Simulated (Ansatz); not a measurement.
# BCl₂H₉OSi₄ + HF: a complex and its separated parts

The complex below is one end of an elementary step. How strongly is it bound against its free parts?

The runs use Ansatz 0.2.0, Gaussian basis; PBE0-D4/def2-TZVP structures, single points in def2-TZVPP, no counterpoise correction.

Levels: SPW92, PBE-D4, BLYP-D4, r2SCAN-D4, B97M-V, PBE0-D4, B3LYP-D4, r2SCAN0-D4, BHLYP-D4, CAM-B3LYP-D4, wB97X-V, wB97M-V, B2PLYP, PBE-QIDH, RPA on PBE, Hartree-Fock, MP2, CCSD, CCSD(T).

Correlated methods freeze the cores. B3LYP uses VWN-RPA correlation. B2PLYP carries no dispersion term here.

94 further runs of the same task are left out: 1 that didn't finish, 93 set aside as unsound or not needed.

## Step 1: Starting geometry

The complex: 19 atoms, charge 0, spin multiplicity 1.

Atoms are counted from 1 here; the program's logs count them from 0.

Bond lengths: B1–Cl2 1.790 Å, B1–Cl3 1.745 Å, B1–O4 1.321 Å, O4–Si5 1.693 Å, Si5–Si6 2.340 Å, Si5–Si7 2.350 Å, Si5–Si8 2.343 Å, Si6–H11 1.487 Å, Si6–H12 1.488 Å, Si6–H13 1.487 Å, Si7–H14 1.488 Å, Si7–H15 1.486 Å, Si7–H16 1.489 Å, Si8–H17 1.485 Å, Si8–H18 1.484 Å, Si8–H19 1.491 Å, H9–F10 0.927 Å. Angles: Cl2–B1–Cl3 117.7°, Cl2–B1–O4 120.7°, Cl3–B1–O4 121.6°, B1–O4–Si5 136.9°, O4–Si5–Si6 105.3°, O4–Si5–Si7 110.4°, O4–Si5–Si8 112.2°, Si6–Si5–Si7 109.2°, Si6–Si5–Si8 110.1°, Si7–Si5–Si8 109.6°, Si5–Si6–H11 110.8°, Si5–Si6–H12 107.8°, Si5–Si6–H13 110.5°, H11–Si6–H12 109.3°, H11–Si6–H13 109.2°, H12–Si6–H13 109.1°, Si5–Si7–H14 109.6°, Si5–Si7–H15 112.4° and more.

As a file:

```
B    -0.28115    0.90609    2.31077
Cl   -1.39727    2.15306    1.67480
Cl   -0.04948    0.83016    4.03828
O     0.35068    0.08623    1.49078
Si    0.44420   -0.15907   -0.18222
Si    2.30005   -1.54886   -0.50017
Si    0.81045    1.88162   -1.28822
Si   -1.48419   -1.18134   -1.03509
H    -2.93347    0.37347    1.79650
F    -2.98773   -0.54966    1.86278
H     2.12739   -2.83521    0.22468
H     2.42252   -1.81894   -1.95790
H     3.54027   -0.88045   -0.02358
H     1.66231    2.76151   -0.44305
H    -0.45742    2.58621   -1.60984
H     1.52989    1.58596   -2.55743
H    -2.64777   -0.25948   -1.01927
H    -1.80642   -2.44520   -0.32796
H    -1.14276   -1.48601   -2.45387
```

Its parts: BCl₂H₉OSi₄ holds atoms 1, 2, 3, 4, 5, 6, 7, 8, 11, 12, 13, 14, 15, 16, 17, 18, 19; HF holds atoms 9, 10. Each part counts its atoms afresh in its own runs.

## Step 2: Relaxing BCl₂H₉OSi₄ alone

relax-a/in.yaml

```yaml
crystal:
  periodic: [false, false, false]
  atoms:
    - {symbol: B, position_ang: [-0.281153, 0.906091, 2.310771]}
    - {symbol: Cl, position_ang: [-1.397266, 2.153057, 1.674798]}
    - {symbol: Cl, position_ang: [-0.049484, 0.830163, 4.038279]}
    - {symbol: O, position_ang: [0.350676, 0.086232, 1.490782]}
    - {symbol: Si, position_ang: [0.444200, -0.159066, -0.182218]}
    - {symbol: Si, position_ang: [2.300052, -1.548859, -0.500170]}
    - {symbol: Si, position_ang: [0.810447, 1.881623, -1.288216]}
    - {symbol: Si, position_ang: [-1.484185, -1.181335, -1.035092]}
    - {symbol: H, position_ang: [2.127392, -2.835214, 0.224675]}
    - {symbol: H, position_ang: [2.422515, -1.818937, -1.957898]}
    - {symbol: H, position_ang: [3.540272, -0.880450, -0.023582]}
    - {symbol: H, position_ang: [1.662312, 2.761512, -0.443046]}
    - {symbol: H, position_ang: [-0.457418, 2.586207, -1.609837]}
    - {symbol: H, position_ang: [1.529888, 1.585957, -2.557430]}
    - {symbol: H, position_ang: [-2.647765, -0.259481, -1.019272]}
    - {symbol: H, position_ang: [-1.806415, -2.445199, -0.327957]}
    - {symbol: H, position_ang: [-1.142762, -1.486010, -2.453870]}
basis:
  gaussian: {orbitals: def2-TZVP}
hamiltonian: {xc: pbe0, dispersion: d4}
relax: {f_tol: 0.005, max_steps: 200}
```

The run is started by

```
ansatz run in.yaml --threads 4 --pin off --events-out ev --progress --plain --max-ram 46080MiB --backend cuda --devices 0, --max-vram 37GiB
```

The runs that follow: Relaxing HF alone; SPW92/def2-TZVPP; PBE-D4/def2-TZVPP; BLYP-D4/def2-TZVPP; r2SCAN-D4/def2-TZVPP; B97M-V/def2-TZVPP; PBE0-D4/def2-TZVPP; B3LYP-D4/def2-TZVPP; r2SCAN0-D4/def2-TZVPP; BHLYP-D4/def2-TZVPP; CAM-B3LYP-D4/def2-TZVPP; wB97X-V/def2-TZVPP; wB97M-V/def2-TZVPP; B2PLYP/def2-TZVPP; PBE-QIDH/def2-TZVPP; RPA on PBE/def2-TZVPP; CCSD(T)/def2-TZVPP; Vibrations of BCl₂H₉OSi₄; Vibrations of HF.

Q: Predict the outcome of this session. Wanted: complex less parts, CCSD(T)/def2-TZVPP; with zero-point energy; largest T1 diagnostic.

As calculated:

| quantity | value |
| --- | --- |
| complex less parts, CCSD(T)/def2-TZVPP | -13.7 kJ/mol |
| with zero-point energy | -8.9 kJ/mol |
| largest T1 diagnostic | 0.013 |

At CCSD(T) the complex lies 13.7 kJ/mol below its parts. PBE-QIDH is the best functional here (+1.5 kJ/mol from CCSD(T)); SPW92 is the worst (-16.6 kJ/mol). By rung, the mean size of the error is: LDA 16.6, GGA 6.4, meta-GGA 5.8, hybrid 3.7, range-separated hybrid 5.5, double hybrid 1.5 kJ/mol. PBE-D4 gives a relative energy 6.9 kJ/mol too low, outside chemical accuracy (1 kcal/mol, 4.2 kJ/mol). No counterpoise was applied, and triple zeta lacks some correlation, so the CCSD(T) reference has a basis error of its own, and close matches with it are partly luck.
